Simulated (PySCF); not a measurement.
# C3H5AlClF: the cost of one run

The runs use PySCF 2.14.0, with density-fitted response routines of our own; the level of theory stands in each step. All values are computed, except where a source is named. Atoms count from 0, in the outputs and in this text.

**1. The molecule as given**

11 atoms, charge 0, multiplicity 1; geometry from: GFN2-xTB. The atoms were then displaced at random by about 0.01 Å, so the start is not that level's minimum.

Bonds of the start (Å): C0–C1 1.29, C1–C2 1.47, C2–Al3 2.05, Al3–F4 1.62, Al3–Cl5 2.02, C0–H6 1.07, C0–H7 1.11, C1–H8 1.07, C2–H9 1.10, C2–H10 1.11.

**2. Relaxing the molecule at PBE0-D3(BJ)/def2-SVP**

Job settings and geometry (Å):

```
{"job": {"xc": "PBE0", "basis": "def2-SVP", "d3": "d3bj", "grid": 1, "shake": 0.01, "kind": "geom"}, "charge": 0, "multiplicity": 1}
C     -1.771150    -0.003080    -0.559380
C     -0.829650    -0.620030     0.074020
C      0.213570     0.044360     0.877570
Al     1.932720     0.317530    -0.209180
F      3.259770     0.721260     0.630460
Cl     2.023370     0.134200    -2.221100
H     -2.527720    -0.502730    -1.135890
H     -1.860260     1.102510    -0.540290
H     -0.765000    -1.689920     0.036020
H     -0.115260     1.019750     1.253190
H      0.477720    -0.549680     1.778910
```

Launch:

```bash
> OMP_NUM_THREADS=1 python probes_run.py task.json out
```

The driver reads the jobs from task.json and runs them one after another.

**Question.** How long does this first job take on 1 thread of Arm Neoverse N1, shared host, and how much memory does it need?

About 83 s, with a peak of 0.51 GiB.
